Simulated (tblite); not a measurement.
# C7H13P: the cost of one run

The runs use tblite 0.8.0 and PySCF 2.14.0, with density-fitted response routines of our own; the level of theory stands in each step. All values are computed, except where a source is named. Atoms are numbered from 0 throughout.

**1. The molecule as given**

21 atoms, charge 0, multiplicity 1; geometry from: force field or distance geometry start.

Bonds of the start (Å): C0–C1 1.36, C1–P2 1.81, P2–C3 1.68, C3–C4 1.50, C4–C5 1.51, C4–C6 1.49, C4–C7 1.51, C0–H8 1.10, C0–H9 1.09, C1–H10 1.07, C3–H11 1.09, C5–H12 1.09, C5–H13 1.12, C5–H14 1.10, C6–H15 1.12, C6–H16 1.13, C6–H17 1.10, C7–H18 1.10, C7–H19 1.12, C7–H20 1.12.

**2. Relaxing the molecule with GFN2-xTB**

The job: settings as JSON, then the geometry in Å.

```
{"job": {"kind": "relax", "xc": "GFN2-xTB", "basis": "xTB"}, "charge": 0, "multiplicity": 1}
C      3.697100     0.301400     0.650100
C      2.370200     0.038900     0.487000
P      1.666900     0.395600    -1.147300
C     -0.001000     0.316300    -1.281700
C     -0.890000    -0.045700    -0.129700
C     -0.970600    -1.540900     0.094200
C     -0.637500     0.729800     1.112900
C     -2.268900     0.341600    -0.620700
H      4.216600     0.715800    -0.224200
H      4.195400     0.119100     1.597400
H      1.833800    -0.369000     1.320100
H     -0.418400     0.528300    -2.270100
H     -1.063800    -1.989200    -0.894100
H     -1.915700    -1.713800     0.661500
H     -0.126300    -1.931000     0.689800
H     -1.579200     1.259000     1.391100
H     -0.425000     0.063400     2.000100
H      0.134800     1.515400     1.032300
H     -3.025800    -0.133400     0.025100
H     -2.434500    -0.043800    -1.657600
H     -2.366900     1.459300    -0.681600
```

Command:

```bash
$ OMP_NUM_THREADS=1 python probes_run.py task.json out
```

This one command runs all jobs of the session in turn.

Q: Estimate the wall time and peak memory of this first job on 1 thread of Intel Xeon 6975P-C, shared host.

About 1.4 s, with a peak of 0.18 GiB.
